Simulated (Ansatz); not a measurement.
# OSi: the interaction energy of a dimer with the counterpoise correction

With the Ansatz DFT code, driven from Python.

The cells in order, each with its output:

**Cell 1**
```python
from dataclasses import dataclass

import ansatz as az
```

**Cell 2**
```python
@dataclass(frozen=True)
class Settings:
    basis: str = "cc-pVDZ"
    method: str = "mp2"
```

**Cell 3**
```python
cfg = Settings()
```

**Cell 4**
```python
FIRST = [
    ("O", (-0.6519, 0.2355, -0.3296)),
    ("Si", (0.6519, -0.2355, 0.3296)),
]
SECOND = [
    ("O", (-1.3887, 3.7253, -0.9193)),
    ("Si", (-0.7306, 3.7676, 0.4668)),
]

def energy(atoms, ghosts=()):
    molecule = az.Crystal.molecule()
    for symbol, xyz in atoms:
        molecule = molecule.atom(symbol, xyz)
    calc = (
        molecule.calculation()
        .basis(gaussian=cfg.basis)  # atom-centred Gaussian functions
        .correlation(cfg.method)  # correlation on top of the mean field
    )
    deck = calc.input()
    if ghosts:
        deck = deck.set(az.key.basis.gaussian.ghost_atoms, [{"symbol": s, "position_ang": list(xyz)} for s, xyz in ghosts])
    return az.Session.from_dict(deck).plan().execute().report["free_energy_ev"]
```

**Cell 5**
```python
# ghost atoms carry the functions of the partner
both = energy(FIRST + SECOND)
alone = energy(FIRST) + energy(SECOND)
ghosted = energy(FIRST, SECOND) + energy(SECOND, FIRST)
print(f"dimer {both:.6f} eV")
print(f"interaction, uncorrected   {(both - alone):8.3f} eV")
print(f"interaction, counterpoise  {(both - ghosted):8.3f} eV")
print(f"basis-set superposition    {(alone - ghosted):8.3f} eV")
```
Output:
```text
dimer -19813.431722 eV
interaction, uncorrected     -0.015 eV
interaction, counterpoise     0.024 eV
basis-set superposition       0.040 eV
```

Uncorrected it is -0.015 eV, with the counterpoise correction 0.024 eV; the difference, 0.04 eV, is the superposition error. The sign changes with the correction, so this basis doesn't settle it.

Notes:
- Total energies depend on the basis set; only differences at equal settings carry meaning.
- The dimer is a generated trial pose of unrelaxed monomers, not a minimum, so the figure is no binding energy, and the basis set is small.
- Hardware and time: 1.3 s on 1 thread of Intel(R) Xeon(R) 6975P-C (Granite Rapids), with other jobs on the host, peak memory 0.17 GiB.
